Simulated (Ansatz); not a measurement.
## CuSn3 in Ansatz: the effect of functional

CuSn3:

```
CELL_PARAMETERS angstrom
-2.26938 2.26938 4.93480
2.26938 -2.26938 4.93480
2.26938 2.26938 -4.93480
ATOMIC_POSITIONS crystal
Sn 0.50000 0.50000 0.00000
Sn 0.25000 0.75000 0.50000
Sn 0.75000 0.25000 0.50000
Cu 0.00000 0.00000 0.00000
```

The cell comes from a database or a generator and needn't be the stable form of this composition.

The cell isn't the ideal one: volume scaled by 1.04.

Alike in all runs:

- Program: Ansatz 0.2.0
- Task: single point
- Potentials or basis: Ansatz PAW
- k mesh: 8 × 8 × 8
- Occupations: fermi-dirac, width 0.05 eV
- Spin: no spin polarisation

```tsv
functional	cutoff	pressure (GPa)
LDA	420 eV (not typed: the program's choice for these potentials)	-7.1
r2SCAN	500 eV (not typed: the program's choice for these potentials)	-4.3
PBE	420 eV (not typed: the program's choice for these potentials)	?
```

Problem. What does the run with functional PBE give?

Solution. Pressure -2.8 GPa.

Caveats: the PAW data sets come from PBE, with cores solved anew for the run's functional, which leaves a small shift of forces and pressure (some runs).
